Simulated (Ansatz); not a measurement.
# CH7B2FOSi: up Jacob's ladder to CCSD(T)

The task here is to estimate one member of a computed series from the others.

Method: functionals in def2-TZVPP, the program's frozen cores in correlated methods; program: Ansatz 0.2.0, Gaussian basis.

Plan: PBE-D4, r2SCAN-D4, PBE0-D4, B3LYP-D4, ωB97X-V, ωB97M-V, B2PLYP; CCSD(T)/def2-TZVPP; MP2/def2-QZVPP; extrapolation to the limit.

## Structure used throughout

The geometry comes from an earlier relaxation with PBE0-D4 in a triple-zeta def2 set; it is a stationary point, not always the lowest conformer.

13 atoms, charge 0, spin multiplicity 1.

Atoms are counted from 1 here; the program's logs count them from 0.

Bond lengths: B1–B2 1.670 Å, B1–H7 1.199 Å, B1–H8 1.200 Å, B2–O3 1.360 Å, B2–H9 1.216 Å, O3–Si4 1.646 Å, Si4–C5 1.842 Å, Si4–F6 1.595 Å, Si4–H10 1.481 Å, C5–H11 1.093 Å, C5–H12 1.092 Å, C5–H13 1.092 Å. Angles: B2–B1–H7 121.9°, B2–B1–H8 122.0°, H7–B1–H8 115.9°, B1–B2–O3 123.6°, B1–B2–H9 118.4°, O3–B2–H9 118.0°, B2–O3–Si4 131.6°, O3–Si4–C5 109.2°, O3–Si4–F6 107.0°, O3–Si4–H10 109.4°, C5–Si4–F6 109.2°, C5–Si4–H10 114.5°, F6–Si4–H10 107.2°, Si4–C5–H11 110.5°, Si4–C5–H12 110.6°, Si4–C5–H13 110.8°, H11–C5–H12 108.3°, H11–C5–H13 108.2° and more.

The first run:

The input, in.yaml:

```yaml
crystal:
  periodic: [false, false, false]
  atoms:
    - {symbol: B, position_ang: [-0.167800, -3.036860, 0.324075]}
    - {symbol: B, position_ang: [0.208179, -1.463778, 0.740563]}
    - {symbol: O, position_ang: [-0.292041, -0.374505, 0.097321]}
    - {symbol: Si, position_ang: [-0.102967, 1.237364, 0.370301]}
    - {symbol: C, position_ang: [0.064619, 2.110372, -1.242575]}
    - {symbol: F, position_ang: [-1.423448, 1.744770, 1.107338]}
    - {symbol: H, position_ang: [-1.065663, -3.634680, 0.848462]}
    - {symbol: H, position_ang: [0.493218, -3.663108, -0.457154]}
    - {symbol: H, position_ang: [0.976391, -1.278098, 1.664342]}
    - {symbol: H, position_ang: [1.028880, 1.448481, 1.302552]}
    - {symbol: H, position_ang: [0.963854, 1.778011, -1.766981]}
    - {symbol: H, position_ang: [-0.798518, 1.907302, -1.880768]}
    - {symbol: H, position_ang: [0.135794, 3.190130, -1.092677]}
basis:
  gaussian: {orbitals: def2-TZVPP}
hamiltonian: {xc: pbe, dispersion: d4}
output: {forces: true, orbitals: {seedname: orbitals}}
```

Command:

```console
$ ansatz run in.yaml --threads 4 --pin off --events-out ev --progress --plain --max-ram 10444MiB
```

Among the steps run: PBE-D4 (GGA); r2SCAN-D4 (meta-GGA); PBE0-D4 (hybrid); B3LYP-D4 (hybrid); ωB97X-V (range-separated); ωB97M-V (range-separated); B2PLYP (double hybrid); CCSD(T) in def2-TZVPP; MP2 in def2-QZVPP.

One table of the session follows, with a row left open; its other results are not shown here.

```
            method  atomisation energy (kJ/mol)
            PBE-D4                       5066.6
         r2SCAN-D4                       5047.9
           PBE0-D4                       5007.0
          B3LYP-D4                       5027.2
           ωB97X-V                            ?
           ωB97M-V                       5040.7
            B2PLYP                       4984.3
     HF/def2-TZVPP                       3888.2
    MP2/def2-TZVPP                       4991.6
   CCSD/def2-TZVPP                       4841.8
CCSD(T)/def2-TZVPP                       4896.5
           MP2/CBS                       5109.3
       CCSD(T)/CBS                       5014.3
```

Estimate the missing values for ωB97X-V.

**Answer.** atomisation energy (kJ/mol): 5036.5. In the column «atomisation energy (kJ/mol)» it lies between B3LYP-D4 (5027.2) and ωB97M-V (5040.7).
